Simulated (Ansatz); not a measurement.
Predict the output of the script below (the Python package of Ansatz (0.2.0)).

The script, `scan.py`:
```python
"""Stretching a bond of ClFH4Si2, the rest held rigid."""

import ansatz
import matplotlib.pyplot as plt
import numpy as np

geometry_ang = [
    ("F", (-1.3237, 1.776, 0.1813)),
    ("Si", (-0.4425, 0.8039, -0.654)),
    ("Si", (0.4719, -0.7673, 0.7227)),
    ("Cl", (-1.4986, -0.0729, -2.1168)),
    ("H", (0.6129, 1.5884, -1.3722)),
    ("H", (1.3549, -0.1141, 1.7793)),
    ("H", (1.4062, -1.701, -0.023)),
    ("H", (-0.4889, -1.5701, 1.4268)),
]
molecule = ansatz.Crystal.molecule()
for symbol, xyz in geometry_ang:
    molecule = molecule.atom(symbol, xyz)

symbols = [site.symbol for site in molecule.cartesian_sites]
start = np.array([site.position_ang for site in molecule.cartesian_sites])
axis = (start[6] - start[2]) / np.linalg.norm(start[6] - start[2])
moving = [6]
lengths, energies = [1.335, 1.395, 1.456, 1.517, 1.578, 1.638, 1.699, 1.79], []
for length in lengths:
    xyz = start.copy()
    xyz[moving] += (length - np.linalg.norm(start[6] - start[2])) * axis
    point = ansatz.Crystal.molecule()
    for symbol, place in zip(symbols, xyz):
        point = point.atom(symbol, place.tolist())
    calculation = (
        point.calculation()
        .basis(gaussian="cc-pVDZ")
        .functional("b3lyp", dispersion="d3bj")
        .scf(lower_state_search="light")
    )
    report = calculation.run(threads=1, backend="cpu").report
    energies.append(report["free_energy_ev"])
    print(f"r = {length:6.3f} A  E = {energies[-1]:.5f} eV  <S^2> = {abs(report['mean_field']['state']['spin_squared']):.3f}")

# quartic fit about the minimum
fit = np.polynomial.Polynomial.fit(lengths, np.array(energies) - min(energies), 4).convert()
roots = [r.real for r in fit.deriv().roots() if abs(r.imag) < 1e-9 and fit.deriv(2)(r.real) > 0]
r_e = min(roots, key=lambda r: abs(r - lengths[int(np.argmin(energies))]))
print(f"minimum of the fit at {r_e:.4f} A, force constant {fit.deriv(2)(r_e):.2f} eV/A^2")
plt.figure(figsize=(4.5, 3))
plt.plot(lengths, np.array(energies) - min(energies), "o-")
plt.xlabel("bond length (A)")
plt.ylabel("E - E(min) (eV)")
plt.tight_layout()
plt.savefig("scan.png", dpi=100)
```

Running `python scan.py` prints:
```text
r =  1.335 A  E = -31063.78215 eV  <S^2> = 0.000
r =  1.395 A  E = -31063.96667 eV  <S^2> = 0.000
r =  1.456 A  E = -31064.05648 eV  <S^2> = 0.000
r =  1.517 A  E = -31064.06940 eV  <S^2> = 0.000
r =  1.578 A  E = -31064.02302 eV  <S^2> = 0.000
r =  1.638 A  E = -31063.93358 eV  <S^2> = 0.000
r =  1.699 A  E = -31063.81032 eV  <S^2> = 0.000
r =  1.790 A  E = -31063.58959 eV  <S^2> = 0.000
minimum of the fit at 1.4977 A, force constant 17.43 eV/A^2
```

Reading the output:
- These settings explore the input space; basis and method may be short of convergence.
- The rest of the molecule is held rigid at a force-field or estimated start geometry, and the basis set is modest; single-reference methods fail as a bond breaks.
- b3lyp holds the VWN-RPA fit, as in Gaussian; the form of ORCA and Turbomole is b3lyp5.
- The orbitals are restricted, so S² is zero by construction.
- Timing: 25 s on 1 thread of Intel(R) Xeon(R) Processor @ 2.30GHz, on a shared host, peak memory 0.32 GiB.
